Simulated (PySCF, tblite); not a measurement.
**C₂H₇FO₃Si₂: geometry, infrared bands and NMR shifts**

Aim: predict the infrared bands and NMR shifts of C₂H₇FO₃Si₂ (`CO[C@@H]1O[Si@H](F)O[SiH2]1`).

The runs use tblite 0.8.0 and PySCF 2.14.0, with density-fitted response routines of our own; the level of theory stands in each step. All values are computed, except where a source is named. Atoms count from 0, in the outputs and in this text.

## Step 1: Starting geometry

15 atoms, charge 0, multiplicity 1; geometry from: force field or distance geometry start.

Bonds of the start (Å): C0–O1 1.36, O1–C2 1.39, C2–O3 1.36, O3–Si4 1.71, Si4–F5 1.68, Si4–O6 1.70, O6–Si7 1.71, Si7–C2 1.86, C0–H8 1.13, C0–H9 1.13, C0–H10 1.10, C2–H11 1.12, Si4–H12 1.48, Si7–H13 1.48, Si7–H14 1.48.

## Step 2: Relaxing the molecule with GFN2-xTB

The job: settings as JSON, then the geometry in Å.

```
{"job": {"kind": "relax", "xc": "GFN2-xTB", "basis": "xTB"}, "charge": 0, "multiplicity": 1}
C     -2.316600    -0.735500    -0.053600
O     -0.974900    -0.893900     0.095100
C     -0.200000     0.163500    -0.369800
O      0.701800    -0.140800    -1.346000
Si     2.271200    -0.175800    -0.671600
F      2.768200    -1.721000    -0.229500
O      2.305200     0.876300     0.662100
Si     0.650400     0.977300     1.066700
H     -2.690200     0.176500     0.490700
H     -2.816800    -1.644200     0.399400
H     -2.572300    -0.626800    -1.118300
H     -0.915500     0.919200    -0.780500
H      3.170400     0.367400    -1.707900
H      0.426200     0.106500     2.237500
H      0.188600     2.359100     1.303700
```

On the command line:

```console
> OMP_NUM_THREADS=1 python probes_run.py task.json out
```

This one command runs all jobs of the session in turn.

**Question.** This job is followed by: GFN2-xTB harmonic vibrations, gas phase; GIAO PBE0/pcSseg-1 NMR shielding, non-relativistic, gas phase. Predict these results of the whole session: strongest single infrared mode (GFN2-xTB); zero-point energy (GFN2-xTB); 13C shifts against TMS (PBE0/pcSseg-1); 1H shifts against TMS (PBE0/pcSseg-1, means over atoms taken as alike); 17O shifts against H2O (PBE0/pcSseg-1); 29Si shifts against TMS (PBE0/pcSseg-1); 19F shifts against CFCl3 (PBE0/pcSseg-1).

As calculated:

| quantity | value |
| --- | --- |
| strongest single infrared mode (GFN2-xTB) | 1016 cm⁻¹, 584 km/mol |
| zero-point energy (GFN2-xTB) | 59.9 kcal/mol |
| 13C shifts against TMS (PBE0/pcSseg-1) | 102.7, 59.0 ppm |
| 1H shifts against TMS (PBE0/pcSseg-1, means over atoms taken as alike) | 5.29, 5.01, 4.87, 4.47, 3.71 ppm |
| 17O shifts against H2O (PBE0/pcSseg-1) | 110.0, 76.2, 65.6 ppm |
| 29Si shifts against TMS (PBE0/pcSseg-1) | -14.4, -44.7 ppm |
| 19F shifts against CFCl3 (PBE0/pcSseg-1) | -138.1 ppm |

In words: Relaxing lowered the energy by 1.190 eV in 111 steps; the close pair that moved most is O3–Si4, from 1.709 to 1.612 Å. All 39 modes are real, so the xTB geometry is a minimum. The strongest single mode, at 1016 cm⁻¹, is carried by O3, C2, O6, O1. GFN2-xTB is a fitted tight-binding method: band positions and strengths are rough. Its intensities can rank the bands wrongly. H11 (hydrogen on an sp3 carbon bearing two oxygens) lies farthest downfield among hydrogen, at 5.29 ppm; its carbon carries O, an electronegative neighbour. At PBE0/pcSseg-1: Shielding is most anisotropic at F5 (span 142 ppm, paramagnetic term -159 ppm).
